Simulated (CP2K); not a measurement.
Runs of CP2K 2026.2 on CS2. The structure is orthorhombic, space group Cmce (No. 64). The conventional cell has a = 7.292 Å, b = 5.989 Å, c = 9.851 Å, α = 90.00°, β = 90.00°, γ = 90.00°. S (site symmetry m) has 1 C at 1.56 Å as nearest neighbours. C (site symmetry 2/m) has 2 S at 1.56 Å as nearest neighbours. The cell comes from a database or a generator and needn't be the stable form of this composition.

```tsv
level	potentials or basis	smearing	EPS_DEFAULT	NGRIDS	points a segment of the path (NPOINTS)	bands added on the path	CUTOFF of the grids	gap on the mesh (eV)	pressure (GPa)	largest force (eV/Å)
LDA	GTH_POTENTIALS S GTH-PADE-q6, C GTH-PADE-q4; TZVP-MOLOPT-PBE-GTH basis	fermi-dirac 0.0259 eV	1.0E-9	4	8	4	450 Ry	3.38	-0.8	(b)
PBEsol	POTENTIAL_UZH S GTH-PBE-q6, C GTH-PBE-q4; TZVP-MOLOPT-PBE-GTH basis	fermi-dirac 0.05 eV	1.0E-9	4	6	6	450 Ry	(a)	0.7	0.59
r2SCAN	POTENTIAL_UZH S GTH-SCAN-q6, C GTH-SCAN-q4; TZVP-MOLOPT-SCAN-GTH basis	fermi-dirac 0.1 eV	1.0E-9	4	10	6	675 Ry	3.82	-0.4	(c)
TB-mBJ	POTENTIAL_UZH S GTH-PBE-q6, C GTH-PBE-q4; TZVP-MOLOPT-PBE-GTH basis	fermi-dirac 0.0259 eV	1.0E-10	5	6	6	675 Ry	3.74	-	-
```

Alike in all rows: task band structure; no spin polarisation; cell as given; k mesh 6 × 6 × 3.

**Question.** Fill in the values left out.

**Answer.** (a) 3.43; (b) 0.02; (c) 0.04.

Caveats: the basis of atomic orbitals isn't converged, which shifts pressures, moduli and gaps; the potentials were made for another functional, which shifts forces and pressure (some runs); this is a model potential without an energy functional, so only levels have meaning (some runs).

Runs at the PBE level aren't shown here.
